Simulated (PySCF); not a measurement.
# RbP (triplet): changing the method

Starting from one script, swap the method and compare what comes out for RbP (triplet).

The runs use PySCF 2.14.0; method and basis as typed in the scripts.

4 further runs of the same task are left out: 2 for a known fault of the program, 2 that didn't finish.

## Step 1: The system as given

RbP (triplet): 2 atoms, charge 0, spin multiplicity 3.

Bond lengths: Rb1–P2 2.969 Å.

## Step 2: The base run

Input file input.py:

```python
from pyscf import gto, scf, tdscf

mol = gto.M(
    atom='Rb 0 0 0; P 0 0 2.969',
    basis='lanl2dz',
    ecp={'Rb': 'lanl2dz', 'P': 'lanl2dz'},
    charge=0,
    spin=2,
    verbose=3,
)
mf = scf.UHF(mol)
mf.kernel()
td = tdscf.TDA(mf)
td.nstates = 8
td.kernel()
td.analyze(verbose=3)
mf.dip_moment()
print('orbital energies (hartree):', [e[max(0, n-3):n+3].round(4) for e, n in zip(mf.mo_energy, mol.nelec)])
```

Launch:

```bash
$ OMP_NUM_THREADS=1 python input.py
```

## Step 3: Population analysis

Variant 1 changes step after the SCF: tda → analyze.

input.py, as its differences from that of step 2:

```diff
@@ -1,2 +1,2 @@
-from pyscf import gto, scf, tdscf
+from pyscf import gto, scf
 
@@ -12,6 +12,3 @@
 mf.kernel()
-td = tdscf.TDA(mf)
-td.nstates = 8
-td.kernel()
-td.analyze(verbose=3)
+mf.mulliken_pop()
 mf.dip_moment()
```

## Step 4: Slater, (UKS)

Variant 2 changes functional: none (Hartree–Fock) → slater,; SCF type: UHF → UKS; step after the SCF: tda → analyze.

input.py, as its differences from that of step 2:

```diff
@@ -1,2 +1,2 @@
-from pyscf import gto, scf, tdscf
+from pyscf import gto, dft
 
@@ -10,8 +10,5 @@
 )
-mf = scf.UHF(mol)
+mf = dft.UKS(mol, xc='slater,')
 mf.kernel()
-td = tdscf.TDA(mf)
-td.nstates = 8
-td.kernel()
-td.analyze(verbose=3)
+mf.mulliken_pop()
 mf.dip_moment()
```

## Step 5: Polarisability

Variant 3 changes step after the SCF: tda → polarizability.

input.py, as its differences from that of step 2:

```diff
@@ -1,2 +1,3 @@
-from pyscf import gto, scf, tdscf
+from pyscf import gto, scf
+from pyscf.prop.polarizability import uhf as pol
 
@@ -12,6 +13,4 @@
 mf.kernel()
-td = tdscf.TDA(mf)
-td.nstates = 8
-td.kernel()
-td.analyze(verbose=3)
+print('polarizability (a.u.)')
+print(pol.Polarizability(mf).polarizability().round(4))
 mf.dip_moment()
```

## Step 6: MP2

Variant 4 changes step after the SCF: tda → mp2.

input.py, as its differences from that of step 2:

```diff
@@ -1,2 +1,2 @@
-from pyscf import gto, scf, tdscf
+from pyscf import gto, scf, mp
 
@@ -12,6 +12,3 @@
 mf.kernel()
-td = tdscf.TDA(mf)
-td.nstates = 8
-td.kernel()
-td.analyze(verbose=3)
+mp.MP2(mf).kernel()
 mf.dip_moment()
```

Q: Predict the outcome of this session. Wanted: for each run, E(SCF); from base; SCF dipole; after the SCF.

**Answer**, as computed:

```
                        run  E(SCF) (hartree)  from base (eV)  SCF dipole (D)              after the SCF
                       base        -29.879288               0            3.72  lowest root found 0.42 eV
        population analysis        -29.879288          0.0000            3.72                        n/a
slater, (UKS) (poor choice)        -29.500577  not comparable            3.46                        n/a
             polarisability        -29.879288          0.0000            3.72         mean α 715.2 bohr³
                        MP2        -29.879288          0.0000            3.72  MP2 correlation -0.419 eV
```

**Reading.** A lower total energy from another functional means nothing by itself. Rows marked «poor choice» come from settings spoiled on purpose.
